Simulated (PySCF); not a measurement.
# TmF3(H2O): other functionals and bases at one geometry

The task here is to estimate one member of a computed series from the others.

Program: PySCF 2.14.0. Level of theory: several levels, as the steps say, no spin–orbit coupling. These are calculated values, not measurements.

1 further run of the same task is left out (for a known fault of the program).

## The starting structure

7 atoms, charge 0, spin multiplicity 1.

Bond lengths: Tm1–F2 1.996 Å, Tm1–F3 1.992 Å, Tm1–F4 1.996 Å, Tm1–O5 2.355 Å, O5–H6 0.966 Å, O5–H7 0.966 Å. Angles: F2–Tm1–F3 115.9°, F2–Tm1–F4 119.1°, F2–Tm1–O5 99.2°, F3–Tm1–F4 115.9°, F3–Tm1–O5 102.2°, F4–Tm1–O5 99.2°, Tm1–O5–H6 126.3°, Tm1–O5–H7 126.3°, H6–O5–H7 107.3°.

Geometry (Å):

```mol
F3H2OTm
  3D, bonds by distance, orders not assigned

  7  6  0  0  0  0  0  0  0  0999 V2000
    0.0770   -0.0793    0.0793 Tm  0  0
    1.0479    1.3384    1.0949 F   0  0
   -1.2834   -1.1084    1.1084 F   0  0
    1.0479   -1.0949   -1.3384 F   0  0
   -1.2629    1.2897   -1.2897 O   0  0
   -1.6018    2.1656   -1.0658 H   0  0
   -1.6018    1.0658   -2.1656 H   0  0
  1  2  8  0
  1  3  8  0
  1  4  8  0
  1  5  8  0
  5  6  8  0
  5  7  8  0
M  END
```

Formal oxidation states: Tm +3. Each metal's 12 4f electrons lie in its core potential, so multiplicities, spins and levels count the valence alone. An earlier session relaxed this geometry at PBE0, Tm lcecp-1-SVP with ECP58, F def2-SVP, O def2-SVP, H def2-SVP (singlet, point group Cs).

At PBE0 on the finer grid: E = -414.412740 Eh, HOMO -9.60 eV, LUMO -1.11 eV, Mulliken charge on Tm1 +1.18 e, largest force component 0.020 eV/Å. 

Levels to run: r2SCAN; BP86; PBE0, TZVP. Hardware: 2 threads of Arm Neoverse V1, shared host.

The first run:

Input file run.py (the lines that set the calculation):

```python
mol = gto.M(atom='''
Tm     0.07698    -0.07934     0.07934
F      1.04789     1.33843     1.09491
F     -1.28337    -1.10838     1.10838
F      1.04789    -1.09491    -1.33843
O     -1.26288     1.28973    -1.28973
H     -1.60178     2.16563    -1.06579
H     -1.60178     1.06579    -2.16563''',
    basis={'Tm': 'lcecp-1-SVP', 'F': 'def2-SVP', 'O': 'def2-SVP', 'H': 'def2-SVP'},
    ecp={'Tm': 'lcecp-1-SVP'},
    charge=0, spin=0)
mf = dft.RKS(mol, xc='R2SCAN')
mf.grids.atom_grid = (75, 302)  # f atoms: unpruned, at least (60, 302)
mf = mf.density_fit()  # fitting sets: Tm AutoAux, F def2-universal-JKFIT, O def2-universal-JKFIT, H def2-universal-JKFIT
mf.conv_tol = 1e-08; mf.max_cycle = 55
mf.kernel(dm0)  # dm0: the density of the relaxed state
```

On the command line:

```sh
$ OMP_NUM_THREADS=2 python run.py
```

Among the steps run: r2SCAN; BP86; PBE0, TZVP.

One table of the session follows, with a row left open; its other results are not shown here.

```
              level  HOMO (eV)  gap (eV)  charge on Tm1 (e)  dipole (D)  largest force component (eV/Å)
PBE0 (relaxed here)      -9.60      8.49               1.18        6.69                            0.02
             r2SCAN          ?         ?                  ?           ?                               ?
               BP86      -7.70      5.90               0.96        6.53                            0.51
         PBE0, TZVP      -9.79      8.39               1.64        6.70                            0.22
```

Q: Estimate the row for r2SCAN from the others.

As computed: HOMO (eV): -8.06; gap (eV): 6.83; charge on Tm1 (e): 1.14; dipole (D): 6.63; largest force component (eV/Å): 0.11. In the column «HOMO (eV)» it lies between PBE0 (relaxed here) (-9.60) and BP86 (-7.70).

In one basis the HOMO–LUMO gap runs from 5.90 eV (BP86) to 8.49 eV (PBE0). The largest leftover force, 0.51 eV/Å with BP86, stands at a geometry relaxed at another level. With 4f in the core, its levels are missing from HOMO and gap, and its count is fixed, so no charge can pass from the ligands into it. Total energies of different levels can't be compared.
